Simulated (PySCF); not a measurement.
# A gas-phase reaction: BrGaH2O2 → GaH2O2 + Br

Wanted: the reaction energy for `[OH][Ga]([OH])[Br]` → `[OH][Ga][OH]` + `[Br]`.

Programs: PySCF 2.14.0. All values are calculated, for the isolated system unless a continuum is named. Atoms count from 0, parts from 1.

## Step 1: The system as given

Each species was relaxed by itself at PBE0-D3(BJ)/def2-SVPD.

## Step 2: Energies of the species: wB97M-D3(BJ)/def2-TZVPD

What the job is given:

```
{"job": {"kind": "react", "xc": "wB97M-D3(BJ)", "basis": "def2-TZVPD"}, "charge": 0, "multiplicity": 1}
-1 BrGaH2O2 charge 0 multiplicity 1
O      1.355010     0.941150     0.817400
Ga     0.365710    -0.112840    -0.210170
O     -1.395260    -0.138410     0.050480
Br     1.365580    -1.379620    -1.804410
H      0.848880     1.444540     1.463140
H     -1.890870    -0.724520    -0.528480

+1 GaH2O2 charge 0 multiplicity 2
O     -0.912790    -1.211970    -0.815260
Ga    -0.824060     0.212280     0.286940
O      0.848100     0.860940     0.546200
H     -0.049030    -1.476200    -1.153770
H      0.937820     1.614920     1.135840

+1 Br charge 0 multiplicity 2
Br     0.000000     0.000000     0.000000
```

Method: wB97M-D3(BJ)/def2-TZVPD reaction energy of separated species, gas phase.

Started as:

```sh
$ OMP_NUM_THREADS=1 python cluster_run.py task.json out
```

The driver reads the jobs from task.json and runs them one after another.

What it wrote:

```text
species 1 (BrGaH2O2)
coarse grid: 30056 points
cycle   1  E = -4650.6976879619  dE = -1.224e+00  |g| = 1.184e+00  |ddm| = 2.181e+00
cycle   2  E = -4650.5914795671  dE =  1.062e-01  |g| = 1.517e+00  |ddm| = 1.711e+00
cycle   3  E = -4650.9143390298  dE = -3.229e-01  |g| = 6.272e-02  |ddm| = 9.373e-01
cycle   4  E = -4650.9151502621  dE = -8.112e-04  |g| = 2.654e-02  |ddm| = 6.859e-02
cycle   5  E = -4650.9152795476  dE = -1.293e-04  |g| = 1.293e-02  |ddm| = 2.350e-02
cycle   6  E = -4650.9153039247  dE = -2.438e-05  |g| = 2.491e-03  |ddm| = 1.065e-02
cycle   7  E = -4650.9153059801  dE = -2.055e-06  |g| = 9.218e-04  |ddm| = 3.593e-03
final grid: 59528 points
cycle   8  E = -4650.9153113379  dE = -1.417e-07  |g| = 1.025e-03  |ddm| = 2.065e-03
cycle   9  E = -4650.9153112530  dE =  8.485e-08  |g| = 1.304e-03  |ddm| = 1.353e-03
cycle  10  E = -4650.9153115279  dE = -2.749e-07  |g| = 6.198e-05  |ddm| = 7.185e-04
cycle  11  E = -4650.9153115298  dE = -1.910e-09  |g| = 2.689e-05  |ddm| = 8.599e-05
cycle  12  E = -4650.9153115304  dE = -5.439e-10  |g| = 1.509e-05  |ddm| = 6.736e-05
converged SCF energy = -4650.9153115304

species 2 (GaH2O2)
coarse grid: 22720 points
cycle   1  E = -2076.4283731545  dE = -3.337e-01  |g| = 8.200e-01  |ddm| = 1.296e+00
cycle   2  E = -2076.2708806034  dE =  1.575e-01  |g| = 1.118e+00  |ddm| = 1.115e+00
cycle   3  E = -2076.6548616350  dE = -3.840e-01  |g| = 4.394e-02  |ddm| = 5.986e-01
cycle   4  E = -2076.6563950566  dE = -1.533e-03  |g| = 3.021e-02  |ddm| = 8.334e-02
cycle   5  E = -2076.6568765705  dE = -4.815e-04  |g| = 1.189e-02  |ddm| = 3.725e-02
cycle   6  E = -2076.6570450378  dE = -1.685e-04  |g| = 4.642e-03  |ddm| = 3.132e-02
cycle   7  E = -2076.6570796786  dE = -3.464e-05  |g| = 2.901e-03  |ddm| = 1.495e-02
cycle   8  E = -2076.6570892936  dE = -9.615e-06  |g| = 8.754e-04  |ddm| = 8.266e-03
final grid: 46456 points
cycle   9  E = -2076.6570864552  dE = -1.189e-06  |g| = 6.928e-04  |ddm| = 1.956e-03
cycle  10  E = -2076.6570868092  dE = -3.540e-07  |g| = 7.111e-04  |ddm| = 1.162e-03
cycle  11  E = -2076.6570869992  dE = -1.900e-07  |g| = 1.969e-04  |ddm| = 4.107e-04
cycle  12  E = -2076.6570871259  dE = -1.267e-07  |g| = 1.336e-04  |ddm| = 9.096e-04
cycle  13  E = -2076.6570871354  dE = -9.482e-09  |g| = 1.479e-05  |ddm| = 2.126e-04
cycle  14  E = -2076.6570871357  dE = -3.511e-10  |g| = 7.119e-06  |ddm| = 4.920e-05
converged SCF energy = -2076.6570871357

species 3 (Br)
coarse grid: 7336 points
cycle   1  E = -2574.1103709664  dE = -1.175e+00  |g| = 1.868e-01  |ddm| = 7.137e-01
cycle   2  E = -2574.1151539124  dE = -4.783e-03  |g| = 1.243e-01  |ddm| = 1.334e-01
cycle   3  E = -2574.1170281527  dE = -1.874e-03  |g| = 7.698e-03  |ddm| = 5.365e-02
cycle   4  E = -2574.1170743713  dE = -4.622e-05  |g| = 1.357e-03  |ddm| = 9.355e-03
cycle   5  E = -2574.1170765477  dE = -2.176e-06  |g| = 1.256e-04  |ddm| = 2.521e-03
final grid: 13080 points
cycle   6  E = -2574.1170589805  dE = -2.183e-08  |g| = 4.247e-05  |ddm| = 2.513e-04
cycle   7  E = -2574.1170589831  dE = -2.611e-09  |g| = 1.511e-05  |ddm| = 8.656e-05
cycle   8  E = -2574.1170589835  dE = -3.688e-10  |g| = 4.317e-06  |ddm| = 4.512e-05
converged SCF energy = -2574.1170589835

Reaction energy = 89.451 kcal/mol
```

It took 37 s on 1 thread of Arm Neoverse V1, shared host; peak memory 0.73 GiB.

Species by species (with the dispersion term, which the log's SCF energies lack):

```tsv
ν	species	energy (Eh)	HOMO (eV)
-1	[OH][Ga]([OH])[Br]	-4650.91943	-11.09
+1	[OH][Ga][OH]	-2076.65982	-8.86
+1	[Br]	-2574.11706	-11.14
```

## Step 3: Energies of the species: PBE0-D3(BJ)/def2-TZVPD

The job, as its differences from that of step 2:

```diff
@@ -1,2 +1,2 @@
-{"job": {"kind": "react", "xc": "wB97M-D3(BJ)", "basis": "def2-TZVPD"}, "charge": 0, "multiplicity": 1}
+{"job": {"kind": "react", "xc": "PBE0", "basis": "def2-TZVPD", "disp": "d3bj"}, "charge": 0, "multiplicity": 1}
 -1 BrGaH2O2 charge 0 multiplicity 1
```

Level: PBE0-D3(BJ)/def2-TZVPD reaction energy of separated species, gas phase.

What it wrote:

```text
species 1 (BrGaH2O2)
coarse grid: 30056 points
cycle   1  E = -4649.8861011388  dE = -1.103e+00  |g| = 1.322e+00  |ddm| = 2.268e+00
cycle   2  E = -4649.1534541645  dE =  7.326e-01  |g| = 2.403e+00  |ddm| = 2.517e+00
cycle   3  E = -4650.1362436999  dE = -9.828e-01  |g| = 2.092e-01  |ddm| = 1.856e+00
cycle   4  E = -4650.1435643211  dE = -7.321e-03  |g| = 1.099e-01  |ddm| = 2.144e-01
cycle   5  E = -4650.1449038303  dE = -1.340e-03  |g| = 2.043e-02  |ddm| = 6.584e-02
cycle   6  E = -4650.1449451334  dE = -4.130e-05  |g| = 8.210e-03  |ddm| = 1.706e-02
cycle   7  E = -4650.1449564131  dE = -1.128e-05  |g| = 2.497e-03  |ddm| = 6.314e-03
cycle   8  E = -4650.1449575234  dE = -1.110e-06  |g| = 3.698e-04  |ddm| = 1.810e-03
final grid: 59528 points
cycle   9  E = -4650.1449583355  dE = -6.310e-08  |g| = 4.343e-04  |ddm| = 1.789e-03
cycle  10  E = -4650.1449582971  dE =  3.843e-08  |g| = 6.229e-04  |ddm| = 7.911e-04
cycle  11  E = -4650.1449583826  dE = -8.547e-08  |g| = 1.067e-04  |ddm| = 4.638e-04
cycle  12  E = -4650.1449583847  dE = -2.074e-09  |g| = 1.996e-05  |ddm| = 8.002e-05
cycle  13  E = -4650.1449583847  dE = -7.640e-11  |g| = 3.520e-06  |ddm| = 1.510e-05
converged SCF energy = -4650.1449583847

species 2 (GaH2O2)
coarse grid: 22720 points
cycle   1  E = -2075.9101564496  dE = -1.874e-01  |g| = 9.217e-01  |ddm| = 1.327e+00
cycle   2  E = -2074.8425213930  dE =  1.068e+00  |g| = 1.869e+00  |ddm| = 1.642e+00
cycle   3  E = -2076.1762922125  dE = -1.334e+00  |g| = 1.679e-01  |ddm| = 1.222e+00
cycle   4  E = -2076.1841097907  dE = -7.818e-03  |g| = 1.091e-01  |ddm| = 1.684e-01
cycle   5  E = -2076.1869601566  dE = -2.850e-03  |g| = 3.784e-02  |ddm| = 7.352e-02
cycle   6  E = -2076.1874697071  dE = -5.096e-04  |g| = 1.026e-02  |ddm| = 2.702e-02
cycle   7  E = -2076.1875100535  dE = -4.035e-05  |g| = 2.262e-03  |ddm| = 8.764e-03
cycle   8  E = -2076.1875127461  dE = -2.693e-06  |g| = 4.906e-04  |ddm| = 3.197e-03
final grid: 46456 points
cycle   9  E = -2076.1875038075  dE = -5.360e-08  |g| = 6.959e-04  |ddm| = 1.141e-03
cycle  10  E = -2076.1875034220  dE =  3.855e-07  |g| = 1.266e-03  |ddm| = 1.084e-03
cycle  11  E = -2076.1875039966  dE = -5.745e-07  |g| = 8.575e-05  |ddm| = 7.161e-04
cycle  12  E = -2076.1875039990  dE = -2.464e-09  |g| = 4.406e-05  |ddm| = 6.479e-05
cycle  13  E = -2076.1875040003  dE = -1.232e-09  |g| = 2.759e-05  |ddm| = 5.498e-05
cycle  14  E = -2076.1875040006  dE = -3.615e-10  |g| = 1.220e-05  |ddm| = 2.635e-05
converged SCF energy = -2076.1875040006

species 3 (Br)
coarse grid: 7336 points
cycle   1  E = -2573.8044809170  dE = -1.108e+00  |g| = 2.068e-01  |ddm| = 7.353e-01
cycle   2  E = -2573.8094335774  dE = -4.953e-03  |g| = 1.492e-01  |ddm| = 1.484e-01
cycle   3  E = -2573.8122202055  dE = -2.787e-03  |g| = 9.928e-03  |ddm| = 6.891e-02
cycle   4  E = -2573.8122622288  dE = -4.202e-05  |g| = 2.034e-03  |ddm| = 9.857e-03
cycle   5  E = -2573.8122642591  dE = -2.030e-06  |g| = 4.703e-04  |ddm| = 2.948e-03
final grid: 13080 points
cycle   6  E = -2573.8122642263  dE = -4.922e-08  |g| = 4.536e-04  |ddm| = 8.857e-04
cycle   7  E = -2573.8122642423  dE = -1.594e-08  |g| = 4.161e-04  |ddm| = 5.616e-04
cycle   8  E = -2573.8122642703  dE = -2.808e-08  |g| = 1.402e-05  |ddm| = 2.188e-04
cycle   9  E = -2573.8122642704  dE = -9.959e-11  |g| = 7.189e-07  |ddm| = 1.931e-05
converged SCF energy = -2573.8122642704

Reaction energy = 92.115 kcal/mol
```

Run time: 20 s. Hardware: 1 thread of Arm Neoverse V1, shared host; peak memory 0.65 GiB.

Reaction energy at this level: 92.11 kcal/mol.

## Step 4: Comparing the runs

Energies in kcal/mol, with wall time:

```tsv
run	reaction	time
wB97M-D3(BJ)/def2-TZVPD	89.45	37 s
PBE0-D3(BJ)/def2-TZVPD	92.11	20 s
```

## Step 5: Results

```
                                                quantity                    value
               reaction energy (wB97M-D3(BJ)/def2-TZVPD)           89.45 kcal/mol
                     ΔH, ΔG at 298 K (xTB thermal terms)    +88.6, +79.5 kcal/mol
range of the reaction energy over the runs of this table  89.45 to 92.11 kcal/mol
```

What this shows: The reaction is endothermic by 88.6 kcal/mol in the gas phase; dispersion gives +0.87, and xTB itself gave 78.45 for the electronic energy (xTB energies and thermal terms come from the earlier relaxation of each species, not shown). No barrier was sought. xTB and this level differ widely in the electronic energy, so what comes from xTB (the thermal terms above all) is less safe here. The reaction energy runs from 89.45 (wB97M-D3(BJ)/def2-TZVPD) to 92.11 kcal/mol (PBE0-D3(BJ)/def2-TZVPD).
